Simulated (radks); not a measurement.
**Taking charge from the 5s level of Lu in fractions**

What happens to E and to the 5s eigenvalue of Lu when a fraction of an electron is removed? The exact functional would give straight lines between whole numbers for a frontier level.

Program: radks (a radial shooting solver on a logarithmic mesh, Libxc functionals) version 1. Level of theory: Dirac Kohn-Sham, PBE, spin-unpolarised, spherical densities, finite nucleus; open shells fill j = l - 1/2 first. These are calculated values, not measurements, unless marked.

### Step 1. What is computed

* element: lutetium (Z = 71)
* charge: 0
* electrons: 71
* configuration: [Xe] 4f14 5d1 6s2
* nuclear rms radius: 5.37 fm

### Step 2. Start: [Xe] 4f14 5d1 6s2

Input:

```text
Z 71
configuration [Xe] 4f14 5d1 6s2
relativity Dirac
functional pbe,pbe
spin unpolarised
j_filling energy
nucleus finite rms 5.37 fm
c 137.035999084
```

### Step 3. 0.1 electron removed from 5s

Changes since step 2:

```diff
@@ -1,3 +1,3 @@
 Z 71
-configuration [Xe] 4f14 5d1 6s2
+configuration [Kr] 4d10 4f14 5s1.9 5p6 5d1 6s2
 relativity Dirac
```

### Step 4. 0.2 electron removed from 5s

Input:

```text
Z 71
configuration [Kr] 4d10 4f14 5s1.8 5p6 5d1 6s2
relativity Dirac
functional pbe,pbe
spin unpolarised
j_filling energy
nucleus finite rms 5.37 fm
c 137.035999084
```

### Step 5. 0.3 electron removed from 5s

Input:

```text
Z 71
configuration [Kr] 4d10 4f14 5s1.7 5p6 5d1 6s2
relativity Dirac
functional pbe,pbe
spin unpolarised
j_filling energy
nucleus finite rms 5.37 fm
c 137.035999084
```

### Step 6. 0.4 electron removed from 5s

Input:

```text
Z 71
configuration [Kr] 4d10 4f14 5s1.6 5p6 5d1 6s2
relativity Dirac
functional pbe,pbe
spin unpolarised
j_filling energy
nucleus finite rms 5.37 fm
c 137.035999084
```

### Step 7. 0.5 electron removed from 5s

Input:

```text
Z 71
configuration [Kr] 4d10 4f14 5s1.5 5p6 5d1 6s2
relativity Dirac
functional pbe,pbe
spin unpolarised
j_filling energy
nucleus finite rms 5.37 fm
c 137.035999084
```

### Step 8. 0.6 electron removed from 5s

Input:

```text
Z 71
configuration [Kr] 4d10 4f14 5s1.4 5p6 5d1 6s2
relativity Dirac
functional pbe,pbe
spin unpolarised
j_filling energy
nucleus finite rms 5.37 fm
c 137.035999084
```

### Step 9. 0.7 electron removed from 5s

Input:

```text
Z 71
configuration [Kr] 4d10 4f14 5s1.3 5p6 5d1 6s2
relativity Dirac
functional pbe,pbe
spin unpolarised
j_filling energy
nucleus finite rms 5.37 fm
c 137.035999084
```

### Step 10. 0.8 electron removed from 5s

Input:

```text
Z 71
configuration [Kr] 4d10 4f14 5s1.2 5p6 5d1 6s2
relativity Dirac
functional pbe,pbe
spin unpolarised
j_filling energy
nucleus finite rms 5.37 fm
c 137.035999084
```

### Step 11. 0.9 electron removed from 5s

Input:

```text
Z 71
configuration [Kr] 4d10 4f14 5s1.1 5p6 5d1 6s2
relativity Dirac
functional pbe,pbe
spin unpolarised
j_filling energy
nucleus finite rms 5.37 fm
c 137.035999084
```

### Step 12. 1 electron removed from 5s

Input:

```text
Z 71
configuration [Kr] 4d10 4f14 5s1 5p6 5d1 6s2
relativity Dirac
functional pbe,pbe
spin unpolarised
j_filling energy
nucleus finite rms 5.37 fm
c 137.035999084
```

Q: Predict the outcome of this session. Wanted: for each run, removed; E − E(0); eigenvalue; E minus straight line.

The runs gave:

```csv
removed (e),E − E(0) (eV),eigenvalue (eV),E minus straight line (eV)
0,0.000,-60.744,0.000
0.1,6.130,-61.861,-0.552
0.2,12.374,-63.021,-0.990
0.3,18.735,-64.218,-1.310
0.4,25.218,-65.448,-1.509
0.5,31.826,-66.706,-1.583
0.6,38.561,-67.991,-1.530
0.7,45.425,-69.299,-1.348
0.8,52.421,-70.630,-1.033
0.9,59.552,-71.981,-0.585
1,66.818,-73.352,0.000
```

Removing the whole electron costs 66.818 eV, against 60.744 eV from minus the starting eigenvalue. Slater's transition state, half an electron removed, gives 66.706 eV. The trapezoid integral of minus the eigenvalue gives 66.820 eV over the range, against 66.818 eV from the energies (Janak's theorem). The eigenvalue moves by 12.6 eV per electron. E bends below the straight line by 1.58 eV at 0.5 electron removed.
